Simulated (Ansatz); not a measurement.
# C2H11OPSi2: the cost of one run

Method: RKS PBE-D4/STO-3G, in Ansatz 0.2.0.

**1. The system as given**

Bond lengths (14 of 16 bonds, heavy atoms first): O1–C2 1.388 Å, C2–Si3 1.844 Å, Si3–P4 2.266 Å, Si3–C5 1.859 Å, C5–Si6 1.873 Å, O1–H7 0.951 Å, C2–H8 1.059 Å, C2–H9 1.058 Å, Si3–H10 1.530 Å, P4–H11 1.348 Å, P4–H12 1.452 Å, C5–H13 1.039 Å, C5–H14 1.072 Å, Si6–H15 1.471 Å. Angles (14 of 28 angles, heavy atoms first): O1–C2–Si3 115.9°, C2–Si3–P4 110.4°, C2–Si3–C5 116.1°, P4–Si3–C5 104.6°, Si3–C5–Si6 107.5°, O1–C2–H8 107.8°, O1–C2–H9 107.3°, Si3–C2–H8 108.4°, Si3–C2–H9 108.6°, C2–O1–H7 112.5°, C2–Si3–H10 110.6°, P4–Si3–H10 103.6°, C5–Si3–H10 110.7°, Si3–P4–H11 98.8°.

Structure file:

```xyz
17

O    -2.3615    0.3340    0.6954
C    -1.7350   -0.5668   -0.1541
Si    0.0955   -0.7013    0.0211
P     0.8573   -2.5481   -1.0491
C     1.0905    0.6979   -0.6924
Si    0.7537    2.2176    0.3491
H    -2.3689    0.0370    1.5986
H    -2.1580   -1.5223    0.0189
H    -1.9589   -0.2725   -1.1455
H     0.4803   -0.9484    1.4816
H     2.0774   -2.6269   -0.4815
H     0.2447   -3.4872   -0.1272
H     2.1113    0.5070   -0.6757
H     0.7874    0.8956   -1.7017
H    -0.6229    2.6964    0.1481
H     1.6905    3.3185   -0.0394
H     0.9976    1.9692    1.7939
```

**2. End point A**

The input, input.yaml:

```yaml
crystal:
  periodic: [false, false, false]
  atoms:
    - { symbol: O, position_ang: [-2.3615, 0.334, 0.6954] }
    - { symbol: C, position_ang: [-1.735, -0.5668, -0.1541] }
    - { symbol: Si, position_ang: [0.0955, -0.7013, 0.0211] }
    - { symbol: P, position_ang: [0.8573, -2.5481, -1.0491] }
    - { symbol: C, position_ang: [1.0905, 0.6979, -0.6924] }
    - { symbol: Si, position_ang: [0.7537, 2.2176, 0.3491] }
    - { symbol: H, position_ang: [-2.3689, 0.037, 1.5986] }
    - { symbol: H, position_ang: [-2.158, -1.5223, 0.0189] }
    - { symbol: H, position_ang: [-1.9589, -0.2725, -1.1455] }
    - { symbol: H, position_ang: [0.4803, -0.9484, 1.4816] }
    - { symbol: H, position_ang: [2.0774, -2.6269, -0.4815] }
    - { symbol: H, position_ang: [0.2447, -3.4872, -0.1272] }
    - { symbol: H, position_ang: [2.1113, 0.507, -0.6757] }
    - { symbol: H, position_ang: [0.7874, 0.8956, -1.7017] }
    - { symbol: H, position_ang: [-0.6229, 2.6964, 0.1481] }
    - { symbol: H, position_ang: [1.6905, 3.3185, -0.0394] }
    - { symbol: H, position_ang: [0.9976, 1.9692, 1.7939] }
basis:
  gaussian: { orbitals: STO-3G }
hamiltonian:
  xc: pbe
  dispersion: d4
relax:
  f_tol: 0.015
  max_steps: 40
output:
  orbitals: {}
```

On the command line:

```
$ ansatz run input.yaml --threads 1 --pin off --max-ram 2048MiB --backend cpu --events-out ev --progress --plain --runs-dir out
```

What time and memory should one allow on 1 thread of Intel Xeon 6975P-C (Granite Rapids), shared host?

About 50 s, with a peak of 0.17 GiB.
